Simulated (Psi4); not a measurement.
# GeCl2 (SMILES [Cl][Ge][Cl]): levels of theory compared

Wanted: a comparison of 4 runs (HF/3-21G, B97-D/aug-pcseg-2, CCD/aug-pcseg-1) of GeCl2. 

The calculation is run with Psi4 1.11.

### Step 1. The system as given

GeCl2 has 3 atoms, charge 0, and is taken as a singlet. As SMILES, `[Cl][Ge][Cl]`. Geometry: a GFN2-xTB relaxation, a rough one for these elements and not checked as a minimum.

Bond lengths: Ge1–Cl2 2.162 Å, Ge1–Cl3 2.162 Å. Angles: Cl2–Ge1–Cl3 99.5°.

### Step 2. A single-point energy at HF/3-21G (run 1)

input.in

```
memory 1.6 GB

molecule m {
  0 1
  Ge
  Cl 1 2.162407
  Cl 1 2.162016 2 99.51574
  units angstrom
  symmetry c1
}

set basis 3-21G
set puream true
set e_convergence 1e-09
set d_convergence 1e-08
set scf_type pk

E, wfn = energy('scf', return_wfn=True)
oeprop(wfn, 'DIPOLE', 'MULLIKEN_CHARGES', 'LOWDIN_CHARGES')
print_variables()
```

Run with:

```bash
$ psi4 -i input.in -o input.out -n 1
```

input.out:

```text
[...]
  Running in c1 symmetry.
[...]
  Nuclear repulsion =  312.606023747845938
[...]
  Multiplicity = 1
[...]
  Nalpha       = 33
  Nbeta        = 33
[...]
    Number of basis functions: 48
[...]
   @RHF iter   1: -2979.74094001517733   -4.17638e+00   1.43744e-02 ADIIS/DIIS
[...]
   @RHF iter  10: -2980.01981925840346   -5.00222e-12   4.02779e-09 DIIS
[...]
    Orbital Energies [Eh]
    ---------------------
    Doubly Occupied:
       1A   -402.784847     2A   -104.108935     3A   -104.108875
       4A    -52.010895     5A    -46.021187     6A    -46.021000
       7A    -46.020421     8A    -10.504677     9A    -10.504603
      10A     -7.967626    11A     -7.967463    12A     -7.964305
      13A     -7.964235    14A     -7.964017    15A     -7.963699
      16A     -7.240329    17A     -5.191527    18A     -5.191079
      19A     -5.187372    20A     -1.641751    21A     -1.640896
      22A     -1.637753    23A     -1.637001    24A     -1.634455
      25A     -1.131123    26A     -1.095647    27A     -0.682347
      28A     -0.530997    29A     -0.513888    30A     -0.502772
      31A     -0.471672    32A     -0.458908    33A     -0.393681
[...]
  @RHF Final Energy: -2980.01981925840346
   => Energetics <=
    Nuclear Repulsion Energy =            312.6060237478459385
    One-Electron Energy =               -4771.9317189539060564
    Two-Electron Energy =                1479.3058759476568866
    Total Energy =                      -2980.0198192584030039
[...]
 Multipole Moments:
 ------------------------------------------------------------------------------------
     Multipole            Electronic (a.u.)      Nuclear  (a.u.)        Total (a.u.)
 ------------------------------------------------------------------------------------
 L = 1.  Multiply by 2.5417464519 to convert [e a0] to [Debye]
 Dipole X            :          4.8901973           -3.8556825            1.0345148
 Dipole Y            :          4.1405247           -3.2638742            0.8766505
 Dipole Z            :          0.0000000            0.0000000            0.0000000
 Magnitude           :                                                    1.3560004
[...]
  Mulliken Charges: (a.u.)
   Center  Symbol    Alpha    Beta     Spin     Total
       1    GE    15.49727 15.49727  0.00000  1.00545
       2    CL     8.75140  8.75140  0.00000 -0.50280
       3    CL     8.75132  8.75132  0.00000 -0.50265
   Total alpha = 33.00000, Total beta = 33.00000, Total charge = -0.00000
  Lowdin Charges: (a.u.)
   Center  Symbol    Alpha    Beta     Spin     Total
       1    GE    15.67429 15.67429  0.00000  0.65142
       2    CL     8.66291  8.66291  0.00000 -0.32582
       3    CL     8.66280  8.66280  0.00000 -0.32560
[...]
```

Wall time 1.6 s (1 thread of Intel Xeon Platinum 8488C (Sapphire Rapids), shared host); peak memory 0.2 GiB.

### Step 3. Energy and one-electron properties at B97-D/aug-pcseg-2 (DKH3, density fitting) (run 2)

calc.in

```
memory 1600 MB

molecule {
  Ge
  Cl 1 r2
  Cl 1 r3 2 a3

  r2 = 2.162407
  r3 = 2.162016
  a3 = 99.51574
  no_reorient
  no_com
}

set basis aug-pcseg-2
set scf_type df
set relativistic dkh
set dkh_order 3

e, wfn = energy("b97-d", return_wfn=True)
oeprop(wfn, "MAYER_INDICES", "QUADRUPOLE", "ESP_AT_NUCLEI")
```

Run with:

```bash
$ psi4 calc.in calc.out -n 1
```

calc.out:

```text
[...]
  Running in cs symmetry.
[...]
  Nuclear repulsion =  312.606023747845882
[...]
  Multiplicity = 1
[...]
  Nalpha       = 33
  Nbeta        = 33
[...]
    Number of basis functions: 159
[...]
   @DF-RKS iter   1: -3016.27040434158243   -2.13782e+00   1.85868e-02 ADIIS/DIIS
[...]
   @DF-RKS iter  10: -3017.58204122214329   -1.08721e-08   1.41287e-07 DIIS
[...]
    Orbital Energies [Eh]
    ---------------------
    Doubly Occupied:
       1Ap  -401.235897     2Ap  -101.016934     3Ap  -101.016891
       4Ap   -50.401934     1App  -44.397956     5Ap   -44.396117
       6Ap   -44.395450     7Ap    -9.290252     8Ap    -9.290202
       9Ap    -7.071277    10Ap    -7.071229     2App   -7.068073
       3App   -7.068023    11Ap    -7.065829    12Ap    -7.065780
      13Ap    -6.215744     4App   -4.332522    14Ap    -4.327455
      15Ap    -4.324702    16Ap    -1.153585     5App   -1.151985
       6App   -1.149755    17Ap    -1.148913    18Ap    -1.146117
      19Ap    -0.769766    20Ap    -0.745143    21Ap    -0.484865
      22Ap    -0.356467    23Ap    -0.322450     7App   -0.319679
       8App   -0.294832    24Ap    -0.279157    25Ap    -0.261017
[...]
  @DF-RKS Final Energy: -3017.58204122214329
   => Energetics <=
    Nuclear Repulsion Energy =            312.6060237478458816
    One-Electron Energy =               -4813.5731225335466661
    Two-Electron Energy =                1620.4467560467683143
    DFT Exchange-Correlation Energy =    -137.0606325202414268
    Empirical Dispersion Energy =          -0.0010659629690783
    VV10 Nonlocal Energy =                  0.0000000000000000
    Total Energy =                      -3017.5820412221432889
[...]
 Multipole Moments:
 ------------------------------------------------------------------------------------
     Multipole            Electronic (a.u.)      Nuclear  (a.u.)        Total (a.u.)
 ------------------------------------------------------------------------------------
 L = 1.  Multiply by 2.5417464519 to convert [e a0] to [Debye]
 Dipole X            :          4.4282082           -3.8556825            0.5725257
 Dipole Y            :          3.7496004           -3.2638742            0.4857262
 Dipole Z            :          0.0000000            0.0000000            0.0000000
 Magnitude           :                                                    0.7508100
 L = 2.  Multiply by 1.3450342976 to convert [e a0^2] to [Debye ang]
 Quadrupole XX       :       -237.3077864          205.1441533          -32.1636332
 Quadrupole XY       :        107.6164459         -106.2581055            1.3583404
[...]
```

Run time: 6.3 s. Hardware: 1 thread of Intel Xeon Platinum 8488C (Sapphire Rapids), shared host; peak memory 0.6 GiB.

### Step 4. Energy and one-electron properties at B97-D/aug-pcseg-2 (density fitting) (run 3)

calc.py

```python
import psi4

psi4.set_memory('1600 MB')
psi4.set_num_threads(1)
psi4.core.set_output_file('output.dat', False)

geom = psi4.geometry("""
Ge     0.00924076    -0.01343595    -1.75967517
Cl     3.11396630    -0.03556465     0.89710968
Cl    -3.12320706     0.04900060     0.86256549
units au
no_reorient
no_com
""")

options = {'scf_type': 'df'}
psi4.set_options(options)

result, w = psi4.energy("b97-d/aug-pcseg-2", return_wfn=True)
psi4.oeprop(w, "MAYER_INDICES", "QUADRUPOLE", "ESP_AT_NUCLEI", title="B97-D")
print('E =', round(result, 9))
```

Run with:

```bash
$ python calc.py
```

output.dat:

```text
[...]
  Running in c1 symmetry.
[...]
  Nuclear repulsion =  312.606018086892789
[...]
  Multiplicity = 1
[...]
  Nalpha       = 33
  Nbeta        = 33
[...]
    Number of basis functions: 159
[...]
   @DF-RKS iter   1: -2997.47724621249472   -2.16938e+00   1.34247e-02 DIIS/ADIIS
[...]
   @DF-RKS iter   9: -2998.68180849946566   -1.76633e-08   3.02056e-07 DIIS
[...]
    Orbital Energies [Eh]
    ---------------------
    Doubly Occupied:
       1A   -396.942992     2A   -100.619076     3A   -100.619021
       4A    -49.270320     5A    -43.923039     6A    -43.921268
       7A    -43.920522     8A     -9.220867     9A     -9.220807
      10A     -7.052878    11A     -7.052820    12A     -7.049733
      13A     -7.049674    14A     -7.047489    15A     -7.047430
      16A     -6.052918    17A     -4.278541    18A     -4.273517
      19A     -4.270604    20A     -1.182933    21A     -1.181425
      22A     -1.179090    23A     -1.178111    24A     -1.175474
      25A     -0.766075    26A     -0.741585    27A     -0.477905
      28A     -0.358100    29A     -0.323406    30A     -0.321344
      31A     -0.296516    32A     -0.280794    33A     -0.259135
[...]
  @DF-RKS Final Energy: -2998.68180849946566
   => Energetics <=
    Nuclear Repulsion Energy =            312.6060180868927887
    One-Electron Energy =               -4792.0745448199631937
    Two-Electron Energy =                1617.6405556304575839
    DFT Exchange-Correlation Energy =    -136.8527714337222392
    Empirical Dispersion Energy =          -0.0010659631302420
    VV10 Nonlocal Energy =                  0.0000000000000000
    Total Energy =                      -2998.6818084994656601
[...]
 Multipole Moments:
 ------------------------------------------------------------------------------------
     Multipole            Electronic (a.u.)      Nuclear  (a.u.)        Total (a.u.)
 ------------------------------------------------------------------------------------
 L = 1.  Multiply by 2.5417464519 to convert [e a0] to [Debye]
 Dipole X            :         -0.1356452            0.1386114            0.0029662
 Dipole Y            :          0.1961615           -0.2015393           -0.0053778
 Dipole Z            :         25.6894968          -26.3951276           -0.7056308
 Magnitude           :                                                    0.7056575
 L = 2.  Multiply by 1.3450342976 to convert [e a0^2] to [Debye ang]
 Quadrupole XX       :       -364.5262529          330.6732763          -33.8529766
 Quadrupole XY       :          4.5439250           -4.4883375            0.0555875
[...]
```

The script printed:

```text
E = -2998.681808499
```

It took 5.4 s on 1 thread of Intel Xeon Platinum 8488C (Sapphire Rapids), shared host; peak memory 0.6 GiB.

### Step 5. A single-point energy at CCD/aug-pcseg-1 (density fitting, density fitting for correlation) (run 4)

cl2ge.xyz

```xyz
3
Cl2Ge
Ge     0.004890    -0.007110    -0.931180
Cl     1.647840    -0.018820     0.474730
Cl    -1.652730     0.025930     0.456450
```

run_ase.py

```python
import numpy as np
from ase.calculators.psi4 import Psi4
from ase.io import read

mol = read('cl2ge.xyz')
calc = Psi4(atoms=mol, method='ccd', basis='aug-pcseg-1', memory='1600MB', num_threads=1, charge=0, multiplicity=1, label='cl2ge')
calc.psi4.set_options({'freeze_core': True, 'cc_type': 'df', 'scf_type': 'df', 'orbital_optimizer_package': 'ooo'})
mol.calc = calc

print(f'energy: {mol.get_potential_energy():.6f} eV')
```

Run with:

```bash
$ python run_ase.py
```

cl2ge.dat:

```text
[...]
  Running in c1 symmetry.
[...]
  Nuclear repulsion =  312.606017933749115
[...]
  Multiplicity = 1
[...]
  Nalpha       = 33
  Nbeta        = 33
[...]
    Number of basis functions: 90
[...]
   @DF-RHF iter   1: -2993.66466127431249   -2.99366e+03   1.08130e-02 ADIIS+DIIS
[...]
   @DF-RHF iter  12: -2994.11689286654291   -4.54747e-13   3.81057e-09 Converged
[...]
    Orbital Energies [Eh]
    ---------------------
    Doubly Occupied:
       1A   -405.231794     2A   -104.799759     3A   -104.799700
       4A    -52.171797     5A    -46.296533     6A    -46.295738
       7A    -46.295243     8A    -10.543527     9A    -10.543460
      10A     -8.022566    11A     -8.022499    12A     -8.020302
      13A     -8.020236    14A     -8.019922    15A     -8.019856
      16A     -7.261161    17A     -5.257623    18A     -5.255424
      19A     -5.252266    20A     -1.733806    21A     -1.731868
      22A     -1.729940    23A     -1.728069    24A     -1.724647
      25A     -1.109336    26A     -1.077724    27A     -0.680227
      28A     -0.536075    29A     -0.508841    30A     -0.496459
      31A     -0.467002    32A     -0.453730    33A     -0.388408
[...]
  @DF-RHF Final Energy: -2994.11689286653564
   => Energetics <=
    Nuclear Repulsion Energy =            312.6060179337491149
    One-Electron Energy =               -4788.4547434269525183
    Two-Electron Energy =                1481.7318326266677104
    Total Energy =                      -2994.1168928665356361
[...]
 Multipole Moments:
 ------------------------------------------------------------------------------------
     Multipole            Electronic (a.u.)      Nuclear  (a.u.)        Total (a.u.)
 ------------------------------------------------------------------------------------
 L = 1.  Multiply by 2.5417464519 to convert [e a0] to [Debye]
 Dipole X            :          0.0297706           -0.0265271            0.0032435
 Dipole Y            :         -0.0445398            0.0385701           -0.0059697
 Dipole Z            :         -5.8348257            5.0514324           -0.7833933
 Magnitude           :                                                    0.7834228
[...]
	DF-MP2 Total Energy (a.u.)         : -2994.48312717460112
[...]
```

On the terminal:

```text
energy: -81484.793880 eV
```

Run time: 5.1 s. Hardware: 1 thread of Intel Xeon Platinum 8488C (Sapphire Rapids), shared host; peak memory 0.27 GiB.

### Step 6. Overview of the runs

| run | level | task | integrals | energy (Eh) | dipole moment (D) | HOMO energy (eV) | LUMO energy (eV) | wall time |
| --- | --- | --- | --- | --- | --- | --- | --- | --- |
| 1 | HF/3-21G | energy | pk | -2980.019819 | 3.45 | -10.71 | -0.55 | 1.6 s |
| 2 | B97-D/aug-pcseg-2 (DKH3, density fitting) | properties | df | -3017.582041 | 1.91 | -7.10 | -3.78 | 6.3 s |
| 3 | B97-D/aug-pcseg-2 (density fitting) | properties | df | -2998.681808 | 1.79 | -7.05 | -3.79 | 5.4 s |
| 4 | CCD/aug-pcseg-1 (density fitting, density fitting for correlation) | energy | df | -2994.510967 | – | -10.57 | -0.25 | 5.1 s |

### Step 7. Results

| quantity | value |
| --- | --- |
| run 4: total energy | -2994.51097 Eh |
| run 4: HOMO energy (Hartree–Fock orbitals) | -10.57 eV |
| run 4: LUMO energy (Hartree–Fock orbitals) | -0.25 eV |
| run 4: HOMO–LUMO gap (Hartree–Fock orbitals) | 10.32 eV |
| run 4: correlation energy (19 core orbitals frozen) | -394.1 mEh |

In words: Over runs 1, 2, 3 the dipole moment (its size) runs from 1.79 D (B97-D/aug-pcseg-2) to 3.45 D (HF/3-21G). The two ends differ in method and basis. Over runs 1, 2, 3 the HOMO–LUMO gap runs from 3.26 eV (B97-D/aug-pcseg-2) to 10.16 eV (HF/3-21G). Some runs of one species differ in core potentials or relativity; totals across that change don't compare. All runs together took 18 s, the longest 6.3 s.
